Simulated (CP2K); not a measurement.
# Two attempts at SiNH2Br (SMILES N[Si]Br)

Wanted: energy and gradient of SiNH2Br, AM1.

The calculation is run with CP2K 2026.2.

5 further runs of the same task are left out: 1 that didn't finish, 4 set aside as unsound or not needed.

**1. The system as given**

SiNH2Br has 5 atoms, charge 0, and is taken as a singlet. SMILES: `N[Si]Br`. The shape is that of a GFN2-xTB optimisation. This is one conformer, not always the lowest.

Bond lengths: N1–Si2 1.705 Å, Si2–Br3 2.297 Å, N1–H4 1.011 Å, N1–H5 1.006 Å. Angles: N1–Si2–Br3 97.0°, Si2–N1–H4 125.4°, Si2–N1–H5 122.6°, H4–N1–H5 112.0°.

**2. Try one**

The input, job.inp:

```
&GLOBAL
  PROJECT job
  RUN_TYPE ENERGY_FORCE
  PRINT_LEVEL MEDIUM
&END GLOBAL
&FORCE_EVAL
  METHOD QUICKSTEP
  &DFT
    &QUICKSTEP
      METHOD AM1
      EPS_DEFAULT 1.0E-10
      &SE
        &COULOMB
          CUTOFF [angstrom] 50
          RC_RANGE [angstrom] 0
        &END COULOMB
        &EXCHANGE
          CUTOFF [angstrom] 50
          RC_RANGE [angstrom] 0
        &END EXCHANGE
      &END SE
    &END QS
    &POISSON
      PERIODIC NONE
      POISSON_SOLVER ANALYTIC
    &END POISSON
    &SCF
      SCF_GUESS ATOMIC
      EPS_SCF 1.0E-06
      MAX_SCF 100
      ADDED_MOS 8
      &DIAGONALIZATION
        ALGORITHM STANDARD
      &END DIAGONALIZATION
      &MIXING
        METHOD DIRECT_P_MIXING
        ALPHA 0.4
      &END MIXING
    &END SCF
    ! extra output
    &PRINT
      &MOMENTS
        PERIODIC F
        REFERENCE COM
        MAX_MOMENT 1
      &END MOMENTS
      &MO ON
        ENERGIES T
        OCCUPATION_NUMBERS T
        NDIGITS 6
        &EACH
          QS_SCF 0
        &END EACH
        ADD_LAST NUMERIC
      &END MO
      &HIRSHFELD OFF
      &END HIRSHFELD
    &END PRINT
  &END DFT
  ! atoms, cell and kinds
  &SUBSYS
    ! vacuum box
    &CELL
      ABC 13.3 12.1 11.9
      PERIODIC NONE
    &END CELL
    &COORD
      N     -0.503080     0.287290    -0.361040
      Si    -0.256510    -1.083850     0.621560
      Br     1.949730    -0.678170     1.116850
      H      0.195830     0.984850    -0.579130
      H     -1.385970     0.489880    -0.798240
    &END COORD
    &TOPOLOGY
      &CENTER_COORDINATES
      &END CENTER_COORDINATES
    &END TOPOLOGY
  &END SUBSYS
  ! extra output
  &PRINT
    &FORCES ON
    &END FORCES
  &END PRINT
&END FORCE_EVAL
```

On the command line:

```
$ OMP_NUM_THREADS=1 cp2k.psmp job.inp > job.out
```

Log:

```text
Possible matches for unknown subsection

 QUICKSTEP

   keyword UKS in section %__ROOT__%FORCE_EVAL%DFT score:  104
   keyword MULTIP in section %__ROOT__%FORCE_EVAL%DFT score:  104
   keyword ROKS in section %__ROOT__%FORCE_EVAL%DFT score:  103
   enum MULLIKEN in section %__ROOT__%FORCE_EVAL%DFT for keyword PLUS_U_METHOD score:  103
   keyword SUBCELLS in section %__ROOT__%FORCE_EVAL%DFT score:  103

 *******************************************************************************
 *   ___                                                                       *
 *  /   \                                                                      *
 * [ABORT]                                                                     *
 *  \___/               unknown subsection QUICKSTEP of section DFT            *
 *    |                                                                        *
 *  O/|                                                                        *
 * /| |                                                                        *
 * / \                                               input/input_parsing.F:192 *
 *******************************************************************************

 ===== Routine Calling Stack =====

            4 section_vals_parse
            3 section_vals_parse
            2 section_vals_parse
            1 read_input
```

Wall time 1.1 s (1 thread of AMD EPYC 7R43 (Zen 3), shared host); peak memory 0.16 GiB.

**3. Reading the log**

The input was rejected.

The log says `\___/               unknown subsection QUICKSTEP of section DFT`. Cause: unknown section.

**4. Try two**

The input, gas.inp:

```
&GLOBAL
   PROJECT_NAME gas
   RUN_TYPE ENERGY_FORCE
   PRINT_LEVEL MEDIUM
&END GLOBAL

&FORCE_EVAL
   METHOD QUICKSTEP
   &DFT
      CHARGE 0
      MULTIPLICITY 1
      &QS
         METHOD AM1
         EPS_DEFAULT 1.0E-10
         &SE
            &COULOMB
               CUTOFF [angstrom] 50
               RC_RANGE [angstrom] 0
            &END COULOMB
            &EXCHANGE
               CUTOFF [angstrom] 50
               RC_RANGE [angstrom] 0
            &END EXCHANGE
         &END SE
      &END QS
      &POISSON
         PERIODIC NONE
         POISSON_SOLVER ANALYTIC
      &END POISSON
      # self-consistent field
      &SCF
         SCF_GUESS ATOMIC
         EPS_SCF 1.0E-06
         MAX_SCF 100
         ADDED_MOS 8
         &DIAGONALIZATION
            ALGORITHM STANDARD
         &END DIAGONALIZATION
         &MIXING
            METHOD DIRECT_P_MIXING
            ALPHA 0.4
         &END MIXING
      &END SCF
      &PRINT
         &MOMENTS
            PERIODIC F
            REFERENCE COM
            MAX_MOMENT 1
         &END MOMENTS
         &MO ON
            ENERGIES T
            OCCUPATION_NUMBERS T
            NDIGITS 6
            &EACH
               QS_SCF 0
            &END EACH
            ADD_LAST NUMERIC
         &END MO
         &HIRSHFELD OFF
         &END HIRSHFELD
      &END PRINT
   &END DFT
   &SUBSYS
      &CELL
         ABC [angstrom] 13.3 12.1 11.9
         PERIODIC NONE
      &END CELL
      &COORD
         N     -0.503080     0.287290    -0.361040
         Si    -0.256510    -1.083850     0.621560
         Br     1.949730    -0.678170     1.116850
         H      0.195830     0.984850    -0.579130
         H     -1.385970     0.489880    -0.798240
      &END COORD
      &TOPOLOGY
         &CENTER_COORDINATES
         &END CENTER_COORDINATES
      &END TOPOLOGY
   &END SUBSYS
   # extra output
   &PRINT
      &FORCES ON
      &END FORCES
   &END PRINT
&END FORCE_EVAL
```

On the command line:

```
$ OMP_NUM_THREADS=1 cp2k.psmp -i gas.inp > gas.out 2>&1
```

Log:

```text
CP2K| version string:                                       CP2K version 2026.2
[...]
 GLOBAL| Method name                                                        CP2K
[...]
 GLOBAL| Run type                                                   ENERGY_FORCE
[...]
 *** WARNING in qs_environment.F:2210 :: More added MOs requested than     ***
 *** available. The full set of unoccupied MOs will be used. Use           ***
 *** 'ADDED_MOS -1' to always use all available MOs and to get rid of this ***
[...]
                             - Atoms:                                          5
[...]
                             - Spherical basis functions:                     14
[...]
 Number of electrons:                                                         18
[...]
     1 P_Mix/Diag. 0.40E+00    0.0     0.70307101       -21.7606210855 -2.18E+01
[...]
    18 DIIS/Diag.  0.18E-06    0.0     0.00000099       -24.7200254944 -1.62E-11
  *** SCF run converged in    18 steps ***
  Core-core repulsion energy [eV]:                            670.44865448520136
  Core Hamiltonian energy [eV]:                             -1124.52479345823190
  Two-electron integral energy [eV]:                         -437.17992739544894
  Electronic energy [eV]:                                   -1343.11475715595634
  Total energy [eV]:                                         -672.66610267075509
  Atomic reference energy [eV]:                               671.79519509255817
  Heat of formation [kcal/mol]:                               -20.08360745539228
[...]
 SE_DIPOLE| Moment [Debye]          2.41273271      -1.89943910       2.08165659
 SE_DIPOLE| Derivative [a.u.]       0.00000000       0.00000000       0.00000000
 ENERGY| Total FORCE_EVAL ( QS ) energy [hartree]            -24.720025494355617
 FORCES| Atomic forces [hartree/bohr]
 FORCES|   Atom     x               y               z               |f|
 FORCES|      1 -1.58351657E-03 -1.62449787E-02  9.90329975E-03   1.90914170E-02
 FORCES|      2  6.58136426E-03  3.29955414E-02 -1.92781900E-02   3.87771675E-02
 FORCES|      3 -4.11100766E-03 -5.25076319E-03  2.00687039E-03   6.96408119E-03
 FORCES|      4 -1.47260584E-02 -1.13372805E-02  2.45827061E-03   1.87465682E-02
 FORCES|      5  1.38392184E-02 -1.62518939E-04  4.90974923E-03   1.46852312E-02
 FORCES| Sum     1.38777878E-16 -3.05311332E-16 -1.11022302E-16
 FORCES| Total atomic force                                       3.53270803E-16
[...]
```

It took 1.1 s on 1 thread of AMD EPYC 7R43 (Zen 3), shared host; peak memory 0.18 GiB.

**5. What came out**

Level: AM1.

| quantity | value |
| --- | --- |
| total energy | -24.72003 Eh |
| dipole moment | 3.71 D |
| HOMO energy | -8.17 eV |
| LUMO energy | -0.80 eV |
| HOMO–LUMO gap | 7.37 eV |
| heat of formation at this unrelaxed shape | -20.1 kcal/mol |
| largest force on an atom | 1.994 eV/Å |

**Reading.** The largest force is 1.99 eV/Å: the shape isn't a stationary point for this species at this level.
